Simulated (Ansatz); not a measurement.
I need a single point in a Gaussian basis of C3H10Si2, SMILES [SiH3]C1C[SiH2]C1. Use Ansatz 0.2.0 through its Python package. Settings: LC-wPBE, cc-pVDZ basis, multiplicity 1.

```xyz
15

Si   -1.2522    1.3919    0.6874
C     0.1467    0.6315   -0.4018
C     1.2721   -0.0156    0.4188
Si    0.6923   -1.7250    0.0613
C    -0.2554   -0.6543   -1.2210
H    -0.7614    2.5881    1.4637
H    -2.3490    1.9234   -0.2218
H    -1.8169    0.4323    1.5921
H     0.5101    1.4603   -1.0101
H     2.2979    0.1340    0.0140
H     1.3488    0.2447    1.5140
H     1.6188   -2.6854   -0.4866
H    -0.3317   -2.2269    1.1089
H     0.1869   -0.6955   -2.1733
H    -1.3288   -0.8542   -1.3163
```

`energy_c3h10si2.py`
```python
# -*- coding: utf-8 -*-
"""Single point of C3H10Si2 in a Gaussian basis."""

from pathlib import Path

import ansatz as az
import numpy as np

BASIS = "cc-pVDZ"
XC = "lc_wpbe"

geometry_ang = [
    ("Si", (-1.2522, 1.3919, 0.6874)),
    ("C", (0.1467, 0.6315, -0.4018)),
    ("C", (1.2721, -0.0156, 0.4188)),
    ("Si", (0.6923, -1.725, 0.0613)),
    ("C", (-0.2554, -0.6543, -1.221)),
    ("H", (-0.7614, 2.5881, 1.4637)),
    ("H", (-2.349, 1.9234, -0.2218)),
    ("H", (-1.8169, 0.4323, 1.5921)),
    ("H", (0.5101, 1.4603, -1.0101)),
    ("H", (2.2979, 0.134, 0.014)),
    ("H", (1.3488, 0.2447, 1.514)),
    ("H", (1.6188, -2.6854, -0.4866)),
    ("H", (-0.3317, -2.2269, 1.1089)),
    ("H", (0.1869, -0.6955, -2.1733)),
    ("H", (-1.3288, -0.8542, -1.3163)),
]
mol = az.Crystal.molecule()
for symbol, xyz in geometry_ang:
    mol = mol.atom(symbol, xyz)

calculation = mol.calculation()
calculation = calculation.basis(gaussian=BASIS)
calculation = calculation.functional(XC)
calculation = calculation.forces().orbitals()
result = calculation.run(runs_dir="c3h10si2_runs")
data = result.report

print(f"E = {data['free_energy_ev']:.6f} eV = {data['free_energy_ev'] / 27.211386246:.7f} Ha")
print("converged:", data["converged"], " doubts:", data["published_state_doubts"] or "none")

state = data["mean_field"]["state"]
print(f"mean field: {state['energy']['hartree']:.7f} Ha, <S^2> = {abs(state['spin_squared']):.4f}, stability: {state.get('stability', {}).get('kind')}")

symbols = [site.symbol for site in mol.cartesian_sites]
forces = np.array(data["forces_ev_ang"])
print("largest force", round(float(np.linalg.norm(forces, axis=1).max()), 4), "eV/A, rms", round(float(np.sqrt((forces ** 2).mean())), 4))

charges = data["charge_distribution"]
print("dipole moment", round(4.803205 * float(np.linalg.norm(charges["dipole_moment_e_ang"])), 3), "D")
print("Mulliken:", [(s, round(q, 3)) for s, q in zip(symbols, charges["mulliken_charges_e"])])

lines = Path(data["orbitals_path"]).read_text().splitlines()
field_of = lambda key: [line.split("=")[1].strip() for line in lines if line.startswith(key)]
orbitals = [(27.211386 * float(e), s, float(n)) for e, s, n in zip(field_of("Ene="), field_of("Spin="), field_of("Occup="))]
homo = max(e for e, _, n in orbitals if n > 0.5)
lumo = min(e for e, _, n in orbitals if n < 0.5)
for e, spin, n in sorted(orbitals):
    if homo - 15 < e < lumo + 5:
        print(f"{spin:6s} {e:10.3f} eV  occupation {n:.0f}")
```

```console
$ python energy_c3h10si2.py
E = -19021.157356 eV = -699.0146398 Ha
converged: True  doubts: none
mean field: -699.0146398 Ha, <S^2> = 0.0000, stability: minimum
largest force 2.8994 eV/A, rms 0.8324
dipole moment 1.112 D
Mulliken: [('Si', 0.273), ('C', -0.238), ('C', -0.156), ('Si', 0.278), ('C', -0.131), ('H', -0.055), ('H', -0.059), ('H', -0.05), ('H', 0.045), ('H', 0.056), ('H', 0.051), ('H', -0.05), ('H', -0.05), ('H', 0.04), ('H', 0.046)]
Alpha     -21.821 eV  occupation 2
Alpha     -20.326 eV  occupation 2
Alpha     -18.091 eV  occupation 2
Alpha     -17.162 eV  occupation 2
Alpha     -15.885 eV  occupation 2
Alpha     -15.089 eV  occupation 2
Alpha     -14.035 eV  occupation 2
Alpha     -12.941 eV  occupation 2
Alpha     -12.574 eV  occupation 2
Alpha     -12.546 eV  occupation 2
Alpha     -11.848 eV  occupation 2
Alpha     -10.856 eV  occupation 2
Alpha     -10.692 eV  occupation 2
Alpha     -10.418 eV  occupation 2
Alpha       2.767 eV  occupation 0
Alpha       3.099 eV  occupation 0
Alpha       3.872 eV  occupation 0
Alpha       4.191 eV  occupation 0
Alpha       4.214 eV  occupation 0
Alpha       4.290 eV  occupation 0
Alpha       5.315 eV  occupation 0
Alpha       5.377 eV  occupation 0
Alpha       5.590 eV  occupation 0
Alpha       6.462 eV  occupation 0
Alpha       6.601 eV  occupation 0
Alpha       6.715 eV  occupation 0
Alpha       7.062 eV  occupation 0
```

Notes:
- Total energies depend on the basis set; only differences at equal settings carry meaning.
- The geometry is a force-field or estimated start, not a minimum of this method, and the basis set is short of its limit.
- Alpha marks a spatial orbital of a restricted run, filled by both spins.
- Levels such as HOMO and LUMO are orbital energies: with these approximate functionals they aren't the ionisation energy and electron affinity, and their gap isn't the fundamental gap.
- Finished in 8 s on 1 thread of Arm Neoverse V1 (shared host), peak memory 0.33 GiB.

(A comment or docstring line of the script was reworded after the run, the code is as it ran; lines on the test bed's own set-up are left out of the output.)
